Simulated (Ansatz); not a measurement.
# TiAl: the cost of one run

Method: DFT LDA, scalar-relativistic, plane waves, PAW, in Ansatz 0.2.0.

28 further runs of the same task are left out: 28 set aside as unsound or not needed. Runs told in other sessions of the task aren't counted.

**1. The starting structure**

The structure is tetragonal, space group P4/mmm (No. 123). Conventional cell: a = 2.801 Å, b = 2.801 Å, c = 4.056 Å, α = 90.00°, β = 90.00°, γ = 90.00°. Ti (site symmetry 4/mmm) has 4 Ti at 2.80 Å and 8 Al at 2.83 Å in its first shell of neighbours. Al (site symmetry 4/mmm) has 4 Al at 2.80 Å and 8 Ti at 2.83 Å in its first shell of neighbours.

Structure file:

```xyz
2
Lattice="2.8009 0.0000 0.0000 0.0000 2.8009 0.0000 0.0000 0.0000 4.0560" Properties=species:S:1:pos:R:3 pbc="T T T"
Ti    0.0000    0.0000    0.0000
Al    1.4005    1.4005    2.0280
```

**2. Volume 15.910 Å³ an atom, total moment held at 0.125 muB a cell**

File input.yaml:

```yaml
crystal:
  lattice:
    - [2.800906102, 0.0, 0.0]
    - [0.0, 2.800906102, 0.0]
    - [0.0, 0.0, 4.0560479066]
  atoms:
    - { symbol: Ti, position: [0.0, 0.0, 0.0], spin: 0.125 }
    - { symbol: Al, position: [0.5, 0.5, 0.5] }
basis:
  ecutwfc: 520.0
kpoints:
  mp_grid: { grid: [18, 18, 12] }
hamiltonian:
  xc: lda
  pseudopotentials: { kind: paw, azcp: { folder: soft_1 } }
scf:
  occupations: { method: gaussian, width: 0.15 }
  lower_state_search: "off"
output:
  forces: true
  stress: true
  eigenvalues: true
  populations: true
magnetization:
  spin_polarized: true
  initial_magnetization: 0.125
  spin_locking: { lock_magnetization: hard }
```

Launch:

```bash
> ansatz run input.yaml --threads 2 --pin off --max-ram 4096MiB --backend cpu --events-out ev --progress --plain --runs-dir out
```

What time and memory should one allow on 2 threads of Arm Neoverse N1, shared host?

About 30 s, with a peak of 0.56 GiB.
